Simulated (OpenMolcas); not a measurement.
# SiH4O4 (SMILES O[Si](O)(O)O): UB3LYP/ANO-R1 (sfX2C, RICD fitting, scramble 0.25)

We compute an energy scan of SiH4O4. 

The calculation is run with OpenMolcas 26.06.

3 further runs of the same task are left out: 3 set aside as unsound or not needed.

## 1. The structure to begin with

The species is SiH4O4 (9 atoms), meant as a singlet with charge 0. SMILES: `O[Si](O)(O)O`. The coordinates come from a PBE0-D4/def2-TZVP relaxation. This is one conformer, not always the lowest.

Bond lengths: O1–Si2 1.631 Å, Si2–O3 1.631 Å, Si2–O4 1.631 Å, Si2–O5 1.631 Å, O1–H6 0.958 Å, O3–H7 0.958 Å, O4–H8 0.958 Å, O5–H9 0.958 Å. Angles: O1–Si2–O3 106.4°, O1–Si2–O4 115.8°, O1–Si2–O5 106.4°, O3–Si2–O4 106.4°, O3–Si2–O5 115.8°, O4–Si2–O5 106.4°, Si2–O1–H6 116.6°, Si2–O3–H7 116.6°, Si2–O4–H8 116.6°, Si2–O5–H9 116.6°.

## 2. The energy along one coordinate at UB3LYP/ANO-R1 (sfX2C, RICD fitting, scramble 0.25)

The input, point1.xyz:

```xyz
9
R = 2.874
O     -1.628121     0.589581     0.731684
Si    -0.659061    -0.186739     1.789204
O      0.868539     0.246911     1.417094
O     -0.702211    -1.816049     1.729344
O     -1.174471     0.232601     3.278704
H     -0.639460     0.869750    -1.952330
H      1.567209    -0.321939     1.743054
H     -1.427111    -2.242899     2.187924
H     -1.477861     1.134651     3.389284
```

The input, job.input:

```
* H4O4Si Kohn-Sham DFT
>>> EXPORT MOLCAS_PRINT=2

&GATEWAY
 Coord
 point1.xyz
 Basis
 ANO-R1
 Group
 NoSym
 RICD

&SEWARD

&SCF
 UHF
 KSDFT
 B3LYP
 Scramble
 0.25
 PrOrbitals
 0
>>> ForEach K in (1, 2, 3, 4, 5, 6, 7, 8, 9)

&GATEWAY
 Coord
 $CurrDir/point$K.xyz
 Basis
 ANO-R1
 Group
 NoSym
 RICD

&SEWARD

&SCF
 UHF
 KSDFT
 B3LYP
 PrOrbitals
 0
 FileOrb
 $Project.UhfOrb
>>> EndDo
```

Command:

```
$ export MOLCAS_MEM=1860
$ pymolcas job.input > job.log
```

The log of the run:

```text
--- Start Module: gateway ---

                                              &GATEWAY

                       available to each process: 1.9 GB of memory, 1 thread

++    Symmetry information:
      ---------------------

                    Character Table for C1

                             E
                    a        1  x, y, xy, Rz, z, xz, Ry, yz, Rx, I
--

++    Basis set information:
      ----------------------

      Basis set label: O.ANO-R...3S2P1D.

      Electronic valence basis set:
      ------------------
      Associated Effective Charge   8.000000 au
      Associated Actual Charge      8.000000 au
      Nuclear Model: Finite nucleus - Gaussian distribution
        Gaussian exponent, Xi/bohr**(-2):  5.86314E+08

      Shell  nPrim  nBasis  Cartesian Spherical Contaminant
         s      13       3        X
         p       8       2        X
         d       4       1                 X

      Basis set label: SI.ANO-R...4S3P1D.

      Electronic valence basis set:
      ------------------
      Associated Effective Charge  14.000000 au
      Associated Actual Charge     14.000000 au
      Nuclear Model: Finite nucleus - Gaussian distribution
        Gaussian exponent, Xi/bohr**(-2):  4.34677E+08

      Shell  nPrim  nBasis  Cartesian Spherical Contaminant
         s      16       4        X
         p      11       3        X
         d       7       1                 X

      Basis set label: O.ANO-R...3S2P1D.

      Electronic valence basis set:
      ------------------
      Associated Effective Charge   8.000000 au
      Associated Actual Charge      8.000000 au
      Nuclear Model: Finite nucleus - Gaussian distribution
        Gaussian exponent, Xi/bohr**(-2):  5.86314E+08

      Shell  nPrim  nBasis  Cartesian Spherical Contaminant
         s      13       3        X
         p       8       2        X
         d       4       1                 X

      Basis set label: H.ANO-R...2S1P.

      Electronic valence basis set:
      ------------------
      Associated Effective Charge   1.000000 au
      Associated Actual Charge      1.000000 au
      Nuclear Model: Finite nucleus - Gaussian distribution
        Gaussian exponent, Xi/bohr**(-2):  2.12482E+09

      Shell  nPrim  nBasis  Cartesian Spherical Contaminant
         s       7       2        X
         p       4       1        X
--

++    Molecular structure info:
      -------------------------

                    ************************************************
                    **** Cartesian Coordinates / bohr, angstrom ****
                    ************************************************

     Center  Label                x              y              z                     x              y              z
        1      O1              -3.076703       1.114147       1.382682             -1.628121       0.589581       0.731684
        2      SI2             -1.245445      -0.352886       3.381106             -0.659061      -0.186739       1.789204
        3      O3               1.641301       0.466594       2.677920              0.868539       0.246911       1.417094
[... 5 lines of this table left out ...]
        9      H9              -2.792753       2.144180       6.404819             -1.477861       1.134651       3.389284

                    ***************************************
                    *    InterNuclear Distances / bohr    *
                    ***************************************

               1 O1            2 SI2           3 O3            4 O4            5 O5            6 H6
    1 O1       0.000000
    2 SI2      3.082107        0.000000
    3 O3       4.935233        3.082096        0.000000
    4 O4       5.223201        3.082106        4.935247        0.000000
[... 4 lines of this table left out ...]
    9 H9       5.134535        4.215725        6.030332        6.563545        1.810558       10.230023

               7 H7            8 H8            9 H9
    7 H7       0.000000
    8 H8       6.775122        0.000000
    9 H9       7.096967        6.775053        0.000000

                    *******************************************
                    *    InterNuclear Distances / angstrom    *
                    *******************************************

               1 O1            2 SI2           3 O3            4 O4            5 O5            6 H6
    1 O1       0.000000
    2 SI2      1.630981        0.000000
    3 O3       2.611613        1.630975        0.000000
    4 O4       2.763999        1.630980        2.611620        0.000000
[... 4 lines of this table left out ...]
    9 H9       2.717079        2.230866        3.191114        3.473279        0.958106        5.413495

               7 H7            8 H8            9 H9
    7 H7       0.000000
    8 H8       3.585240        0.000000
    9 H9       3.755553        3.585204        0.000000
--

            Nuclear Potential Energy            264.25293880 au

--- Stop Module: gateway /rc=_RC_ALL_IS_WELL_ ---

--- Start Module: seward ---

                                              &SEWARD

                       available to each process: 1.9 GB of memory, 1 thread

[... 47 lines left out ...]
      Nuclear repulsion energy =  264.25293880
[... 67 lines left out ...]
++ Convergence information
                               UHF B3LYP      iterations: Energy and convergence statistics
[... 23 lines left out ...]
       Convergence after  23 Iterations
[... 3 lines left out ...]
 *                                             SCF/KS-DFT Program, Final results                                             *
 *                                                       Final Results                                                       *
[... 88 lines left out ...]
      Title: Natural orbitals
[... 72 lines left out ...]
      Dipole Moment (debye):
[... 81 lines left out ...]
      Dipole Moment (debye):
[... 198 lines left out ...]
      Nuclear repulsion energy =  270.65694479
[... 66 lines left out ...]
++ Convergence information
                               UHF B3LYP      iterations: Energy and convergence statistics
[... 13 lines left out ...]
       Convergence after   9 Iterations
[... 3 lines left out ...]
 *                                             SCF/KS-DFT Program, Final results                                             *
 *                                                       Final Results                                                       *
[... 40 lines left out ...]
      Charge           -0.3674                  0.8586                 -0.3996                 -0.3992                 -0.4004                  0.1417

                            H7                      H8                      H9
                     alpha        beta       alpha        beta       alpha        beta
      Total        0.4054      0.4054      0.4056      0.4056      0.4058      0.4058
      Total              0.8109                  0.8113                  0.8116

      Charge            0.1891                  0.1887                  0.1884

      Total electronic charge=   50.000000

      Total            charge=   -0.000000
--

++    Static properties:
      ------------------

      LoProp Charges per center

                   O1       SI2      O3       O4       O5       H6       H7       H8       H9
      Nuclear      8.0000  14.0000   8.0000   8.0000   8.0000   1.0000   1.0000   1.0000   1.0000
      Electronic  -8.7851 -12.7798  -8.7338  -8.7343  -8.7354  -0.5263  -0.5681  -0.5686  -0.5687

      Total       -0.7851   1.2202  -0.7338  -0.7343  -0.7354   0.4737   0.4319   0.4314   0.4313
--

++    Natural Bond Order analysis
      ---------------------------
      Based on LoProp computed density
      -------------------------------------------------------------------------------------
      Atom A       Atom B       Bond Order
      -------------------------------------------------------------------------------------
      NBO located      0.996 non-bonded electrons on atom O1
      NBO located      1.000 non-bonded electrons on atom SI2
      NBO located      0.994 non-bonded electrons on atom SI2
      NBO located      0.995 non-bonded electrons on atom SI2
      NBO located      0.995 non-bonded electrons on atom SI2
      NBO located      0.995 non-bonded electrons on atom SI2
      NBO located      0.997 non-bonded electrons on atom O3
      NBO located      0.996 non-bonded electrons on atom O4
      NBO located      0.996 non-bonded electrons on atom O5
      The remaining   19.149 electrons are to be considered as diffuse
--

++    Molecular orbitals:
      -------------------

      Title: Natural orbitals

      Molecular orbitals for symmetry species 1: a

          Orbital            1         2         3         4         5         6         7         8         9        10
          Energy          -66.3263  -19.1479  -19.1478  -19.1473  -19.1414   -5.3507   -3.6836   -3.6835   -3.6833   -1.0488
          Occ. No.          2.0000    2.0000    2.0000    2.0000    2.0000    2.0000    2.0000    2.0000    2.0000    2.0000

[... 93 lines of this table left out ...]
       94 H9     2pz        0.0000    0.0001    0.0000   -0.0003    0.0000   -0.0004   -0.0000    0.0006    0.0004   -0.0024

          Orbital           11        12        13        14        15        16        17        18        19        20
          Energy           -1.0156   -1.0010   -0.9973   -0.5976   -0.5392   -0.5290   -0.5221   -0.3995   -0.3767   -0.3733
          Occ. No.          2.0000    2.0000    2.0000    2.0000    2.0000    2.0000    2.0000    2.0000    2.0000    2.0000

[... 93 lines of this table left out ...]
       94 H9     2pz       -0.0018   -0.0001   -0.0017   -0.0049    0.0025   -0.0008    0.0025   -0.0085   -0.0113    0.0042

          Orbital           21        22        23        24        25        26        27        28        29        30
          Energy           -0.3722   -0.3518   -0.3485   -0.3175   -0.3157    0.0045    0.0524    0.0564    0.0737    0.1794
          Occ. No.          2.0000    2.0000    2.0000    2.0000    2.0000    0.0000    0.0000    0.0000    0.0000    0.0000

[... 93 lines of this table left out ...]
       94 H9     2pz       -0.0209    0.0033   -0.0177    0.0054   -0.0008    0.0072   -0.0151   -0.0066   -0.0124   -0.0354

          Orbital           31        32        33        34        35        36        37        38        39        40
          Energy            0.4782    1.2144    0.4601    0.5681    0.4984    1.0327    0.5577    0.7525    0.3695    0.4650
          Occ. No.          0.0000    0.0000    0.0000    0.0000    0.0000    0.0000    0.0000    0.0000    0.0000    0.0000

[... 93 lines of this table left out ...]
       94 H9     2pz       -0.0302   -0.0749   -0.0001    0.0190    0.0096   -0.0588    0.0451    0.0451   -0.0280   -0.1104

          Orbital           41        42        43        44        45        46        47        48        49        50
          Energy            0.6188    1.0888    0.8066    1.7495    0.8563    0.9305    0.7973    0.7537    1.8741    1.1391
          Occ. No.          0.0000    0.0000    0.0000    0.0000    0.0000    0.0000    0.0000    0.0000    0.0000    0.0000

[... 93 lines of this table left out ...]
       94 H9     2pz        0.1381   -0.1252   -0.3176   -0.0894   -0.0531    0.4563    0.2383    0.0855    0.1761    0.2553

          Orbital           51        52        53        54        55        56        57        58        59        60
          Energy            1.2025    1.7433    0.7403    0.8343    1.1353    2.0419    1.4705    1.1321    3.3518    2.1682
          Occ. No.          0.0000    0.0000    0.0000    0.0000    0.0000    0.0000    0.0000    0.0000    0.0000    0.0000

[... 93 lines of this table left out ...]
       94 H9     2pz       -0.2728    0.0817   -0.0237   -0.1266   -0.1786    0.2894   -0.2051   -0.2847   -0.1207   -0.4757

          Orbital           61        62        63        64        65        66        67        68        69        70
          Energy            1.1493    3.3748    3.7681    2.5756    1.4563    2.8936    1.9371    3.4664    2.8952    2.3031
          Occ. No.          0.0000    0.0000    0.0000    0.0000    0.0000    0.0000    0.0000    0.0000    0.0000    0.0000

[... 93 lines of this table left out ...]
       94 H9     2pz       -0.0488    0.1314    0.0540    0.0532   -0.2090    0.0881    0.1445    0.0146    0.3933    0.0737

          Orbital           71        72        73        74
          Energy            2.3235    2.6872    2.1956    2.6845
          Occ. No.          0.0000    0.0000    0.0000    0.0000

[... 93 lines of this table left out ...]
       94 H9     2pz       -0.1830    0.0176    0.0434    0.1682
--

++    Molecular properties:
      ---------------------

      Charge (e):
                      =   -0.0000
      Dipole Moment (debye):
      Origin of the operator (angstrom)=    0.0327    0.0093   -0.0888
                   X= -2.3255E-02               Y= -2.9419E-02               Z=  1.2637E-01           Total=  1.3182E-01
      Quadrupole Moment (debye*angstrom):
      Origin of the operator (angstrom)=    0.0327    0.0093   -0.0888
                  XX= -3.2912E+01              XY= -1.4619E-01              XZ= -1.4709E-01              YY= -3.2968E+01
                  YZ=  1.7649E-02              ZZ= -3.3597E+01
      In traceless form (debye*angstrom)
                  XX=  3.7063E-01              XY= -2.1928E-01              XZ= -2.2064E-01              YY=  2.8702E-01
                  YZ=  2.6473E-02              ZZ= -6.5765E-01
--

--- Stop Module: scf /rc=_RC_ALL_IS_WELL_ ---
--- Module scf spent 15 seconds ---

>>> END FOREACH

.##################.
.# Happy landing! #.
.##################.

    Timing: Wall=247.19 User=230.18 System=16.26
```

It took 4.1 min on 1 thread of Arm Neoverse V1, shared host; peak memory 0.091 GiB.

The scan, from its lowest point:

```
H6–O1 (Å)  energy (kJ/mol)
    2.874            523.6
    2.299            503.7
    1.916            450.7
    1.629            342.8
    1.389            205.0
    1.198             87.8
    1.054             17.4
    0.958              0.0
    0.862             34.3
```

## 3. Summary of results

At UB3LYP/ANO-R1 (sfX2C, RICD fitting, scramble 0.25):

| quantity | value |
| --- | --- |
| lowest energy of the scan | -593.95548 Eh |
